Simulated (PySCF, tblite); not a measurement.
**C7H9O radical: geometry, infrared bands and EPR parameters**

What infrared bands and EPR parameters should C7H9O radical (`O=CC1=CCCC[CH]1`) show?

The runs use tblite 0.8.0 and PySCF 2.14.0, with density-fitted response routines of our own; the level of theory stands in each step. All values are computed, except where a source is named. Atoms count from 0, in the outputs and in this text.

### Step 1. The molecule as given

17 atoms, charge 0, multiplicity 2; geometry from: force field or distance geometry start.

Bonds of the start (Å): O0–C1 1.27, C1–C2 1.45, C2–C3 1.32, C3–C4 1.47, C4–C5 1.50, C5–C6 1.49, C6–C7 1.53, C7–C2 1.48, C1–H8 1.10, C3–H9 1.08, C4–H10 1.10, C4–H11 1.11, C5–H12 1.10, C5–H13 1.11, C6–H14 1.11, C6–H15 1.10, C7–H16 1.11.

### Step 2. Geometry optimisation with GFN2-xTB

Job settings and geometry (Å):

```
{"job": {"kind": "relax", "xc": "GFN2-xTB", "basis": "xTB"}, "charge": 0, "multiplicity": 2}
O      3.111100     1.437300     0.130500
C      2.576400     0.308500     0.351300
C      1.136600     0.126400     0.368600
C      0.369800     1.171100     0.120100
C     -1.100800     1.093800     0.117500
C     -1.690900    -0.222200     0.518700
C     -0.837600    -1.349900     0.034400
C      0.564800    -1.209700     0.642300
H      3.249900    -0.536700     0.555000
H      0.845300     2.127500    -0.061300
H     -1.468200     1.961600     0.694100
H     -1.416000     1.283400    -0.928200
H     -2.663700    -0.302200     0.001500
H     -1.927600    -0.294400     1.601900
H     -1.225600    -2.321200     0.404800
H     -0.730400    -1.329200    -1.055800
H      1.199900    -1.932100     0.092800
```

Launch:

```bash
> OMP_NUM_THREADS=1 python probes_run.py task.json out
```

The driver reads the jobs from task.json and runs them one after another.

**Question.** This job is followed by: GFN2-xTB harmonic vibrations, gas phase; UKS B3LYP, pcH-1 on C H O, non-relativistic, mean-field spin-orbit, GIAO. Predict these results of the whole session: strongest single infrared mode (GFN2-xTB); zero-point energy (GFN2-xTB); g(iso) (B3LYP); ⟨S²⟩; largest a(iso) (averaged by class); potential on the surface of density 0.002 e/bohr³, 1st and 99th percentile.

**Answer**, as computed:

| quantity | value |
| --- | --- |
| strongest single infrared mode (GFN2-xTB) | 1753 cm⁻¹, 366 km/mol |
| zero-point energy (GFN2-xTB) | 86.7 kcal/mol |
| g(iso) (B3LYP) | 2.00239 |
| ⟨S²⟩ | 0.781 (exact 0.75) |
| largest a(iso) (averaged by class) | 13C on C3, C7, 55.6 MHz |
| potential on the surface of density 0.002 e/bohr³, 1st and 99th percentile | -1.73 V and 0.96 V |

What this shows: The optimisation took 72 steps and gained 1.187 eV; among the close pairs (by a distance rule), C2–C7 changed most, from 1.479 to 1.386 Å. No mode is imaginary among the 45: a minimum at this level. The strongest single mode, at 1753 cm⁻¹, moves mainly C1 and O0. Unscaled tight-binding wavenumbers are off by several per cent, some by more. Its intensities can rank the bands wrongly. The largest spin populations lie on C3 (0.69 e), C7 (0.64 e). The isotropic g lies 0.1 ppt above the free-electron value. The conformer search found further structures of the same energy, which may be mirror or relabelled copies of this one.
